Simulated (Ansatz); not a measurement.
**CH3Cl2F2NW: basis-set convergence**

An exercise on one series of results from a longer session: the logs are not shown, and one member is left open.

Method: one geometry, several basis sets; program: Ansatz 0.2.0, Gaussian basis.

Plan: PBE0-D4/def2-SVP; ωB97M-V/def2-SVP; PBE0-D4/def2-QZVPP; ωB97M-V/def2-QZVPP; the functionals' def2-TZVPP values are taken from earlier runs.

**Structure used throughout**

The geometry comes from an earlier relaxation with PBE0-D4 in a triple-zeta def2 set; it is a stationary point, not always the lowest conformer. W takes the def2 core potential; no spin-orbit term is included.

SMILES `C[N]=[W]([F])([F])([Cl])[Cl]`, 10 atoms, charge 0, spin multiplicity 1.

Atoms are counted from 1 here; the program's logs count them from 0.

Bond lengths: C1–N2 1.413 Å, C1–H8 1.094 Å, C1–H9 1.094 Å, C1–H10 1.093 Å, N2–W3 1.700 Å, W3–F4 1.870 Å, W3–F5 1.870 Å, W3–Cl6 2.297 Å, W3–Cl7 2.297 Å. Angles: N2–C1–H8 109.7°, N2–C1–H9 109.7°, N2–C1–H10 110.1°, H8–C1–H9 109.1°, H8–C1–H10 109.1°, H9–C1–H10 109.1°, C1–N2–W3 178.9°, N2–W3–F4 105.1°, N2–W3–F5 105.1°, N2–W3–Cl6 102.6°, N2–W3–Cl7 102.6°, F4–W3–F5 84.0°, F4–W3–Cl6 86.5°, F4–W3–Cl7 152.2°, F5–W3–Cl6 152.2°, F5–W3–Cl7 86.5°, Cl6–W3–Cl7 89.8°.

The first run:

The input, in.yaml:

```yaml
crystal:
  periodic: [false, false, false]
  atoms:
    - {symbol: C, position_ang: [0.498702, -1.720377, -0.036219]}
    - {symbol: N, position_ang: [0.072450, -0.373701, -0.045378]}
    - {symbol: W, position_ang: [-0.420059, 1.253274, -0.032868]}
    - {symbol: F, position_ang: [-2.288757, 1.196944, 0.025174]}
    - {symbol: F, position_ang: [-0.684596, 1.696860, -1.830611]}
    - {symbol: Cl, position_ang: [-0.504322, 1.733299, 2.212274]}
    - {symbol: Cl, position_ang: [1.574118, 2.382733, -0.191828]}
    - {symbol: H, position_ang: [1.539133, -1.780152, -0.367476]}
    - {symbol: H, position_ang: [0.422158, -2.124196, 0.977143]}
    - {symbol: H, position_ang: [-0.125726, -2.315882, -0.707312]}
basis:
  gaussian: {orbitals: def2-SVP}
hamiltonian: {xc: pbe0, dispersion: d4}
output: {orbitals: {seedname: orbitals}}
```

The run is started by

```sh
ansatz run in.yaml --threads 4 --pin off --events-out ev --progress --plain --max-ram 11315MiB
```

Among the steps run: PBE0-D4 in def2-SVP; ωB97M-V in def2-SVP; PBE0-D4 in def2-QZVPP; ωB97M-V in def2-QZVPP.

One table of the session follows, with a row left open; its other results are not shown here.

It belongs to the step «Density functionals: the series». 

```
functional       basis  HOMO (eV)  LUMO (eV)
   PBE0-D4    def2-SVP      -8.76      -3.68
   PBE0-D4  def2-TZVPP      -8.76      -3.61
   PBE0-D4  def2-QZVPP          ?          ?
   ωB97M-V    def2-SVP     -10.90      -1.51
   ωB97M-V  def2-TZVPP     -10.93      -1.47
   ωB97M-V  def2-QZVPP     -10.95      -1.52
```

Estimate the missing values for PBE0-D4, def2-QZVPP.

The run gave: HOMO (eV): -8.77; LUMO (eV): -3.64. In the column «HOMO (eV)» it lies between ωB97M-V, def2-SVP (-10.90) and PBE0-D4, def2-SVP (-8.76).
